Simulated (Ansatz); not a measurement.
**GeHF (triplet): wave-function methods side by side, cc-pVTZ**

Aim: climb from Hartree-Fock through coupled cluster for GeHF (triplet) at one geometry and basis, and see what each rung misses.

The runs use Ansatz 0.2.0, Gaussian basis; cc-pVTZ, core rule «outside noble gas», up to 15 orbitals frozen.

Plan: UHF; CCSD(T) on ROHF; CCSD(T) on UHF; BCCD(T) on ROHF; CCSDT(Q) on ROHF; CCSDT(Q) on UHF.

11 further runs of the same task are left out: 7 for a known fault of the program, 4 set aside as unsound or not needed.

### Step 1. What is computed

The geometry is a PBE0/def2-TZVP stationary point (not a proven minimum) of the parent state, kept for this charge and spin. No spin-orbit coupling is included. The filled d shell of Ge may be among the frozen orbitals whatever the setting's name suggests; the logs give the count.

3 atoms, charge 0, spin multiplicity 3.

Atoms are counted from 1 here; the program's logs count them from 0.

Bond lengths: Ge1–F2 1.757 Å, Ge1–H3 1.609 Å. Angles: F2–Ge1–H3 94.2°.

### Step 2. UHF

File in.yaml:

```yaml
crystal:
  periodic: [false, false, false]
  atoms:
    - {symbol: Ge, position_ang: [0.000000, -0.031999, 0.357936]}
    - {symbol: F, position_ang: [0.000000, 0.039207, -1.397243]}
    - {symbol: H, position_ang: [0.000000, 1.567096, 0.540598]}
basis:
  gaussian: {orbitals: cc-pVTZ}
magnetization: {spin_polarized: true, initial_magnetization: 2}
hamiltonian: {xc: hf}
output: {orbitals: {seedname: orbitals}}
```

The run is started by

```sh
> ansatz run in.yaml --threads 1 --pin off --events-out ev --progress --plain --max-ram 4096MiB --backend cpu
```

After this run come: CCSD(T) on ROHF; CCSD(T) on UHF; BCCD(T) on ROHF; CCSDT(Q) on ROHF; CCSDT(Q) on UHF.

**Question.** What will the summary of the whole plan be? Wanted: UCCSDT(Q) below the RHF energy; RMP2 from UCCSDT(Q); UMP2 from UCCSDT(Q); RCCSD from UCCSDT(Q); RCCSD(T) from UCCSDT(Q); UCCSD(T) from UCCSDT(Q); RCCSDT(Q) from UCCSDT(Q); T1 diagnostic.

As calculated:

| quantity | value |
| --- | --- |
| UCCSDT(Q) below the RHF energy | -9.8262 eV |
| RMP2 from UCCSDT(Q) | +682.1 meV |
| UMP2 from UCCSDT(Q) | +653.8 meV |
| RCCSD from UCCSDT(Q) | +347.4 meV |
| RCCSD(T) from UCCSDT(Q) | +43.5 meV |
| UCCSD(T) from UCCSDT(Q) | +30.2 meV |
| RCCSDT(Q) from UCCSDT(Q) | +17.3 meV |
| levels within 1 kcal/mol (43 meV) | UCCSD(T), BCCD(T), RCCSDT, UCCSDT, RCCSDT(Q) |
| T1 diagnostic | 0.028 |

**Reading.** RCCSD(T) misses by +43.5 meV, 0.4 % of the correlation energy. These misses are within one basis, not against nature; the frozen cores of restricted and unrestricted runs differ, which can shift their rows.
